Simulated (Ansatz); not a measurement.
Input of an Ansatz 0.2.0 run:

The input input.yaml:

```yaml
crystal:
  lattice:
    - [3.42009, 0.0, 0.0]
    - [0.0, 3.42009, 0.0]
    - [0.0, 0.0, 3.42009]
  atoms:
    - { symbol: Ta, position: [0.5, 0.5, 0.5] }
    - { symbol: Te, position: [0.0, 0.0, 0.0] }
hamiltonian:
  xc: pbe
  pseudopotentials: { kind: paw }
  hubbard: { sites: [{ species: Ta, l: d, u_eff: 2.0 }] }
kpoints:
  mp_grid: { grid: [8, 8, 8] }
scf:
  occupations: { method: fermi_dirac, width: 0.05 }
  n_extra_bands: 6
output:
  forces: true
  stress: true
  eigenvalues: true
  dos: { projected: true, de: 0.05, nscf_kmesh: { grid: [12, 12, 12] } }
  write_density: true
  write_potential: true
  elf: true
  volumetric_format: npy
```

Potentials or basis: Ansatz PAW.

Launch:

```console
$ ansatz run input.yaml --threads 2 --pin off --max-ram 5632MiB --backend cpu --events-out ev --progress --plain --runs-dir out
```

(1) What does it give for the pressure?

(2) What does it give for the band gap on the k mesh?

(3) Predict the density of states at the Fermi level.

Answers

(1) 1.6 GPa.

(2) none (metal or under the smearing width).

(3) 2.42 states/eV per cell.

Caveat: U without spin polarisation on a metal has little footing; the U is typed as a test and isn't derived for this compound; the density of states is complete only up to the lowest level of the last band computed.
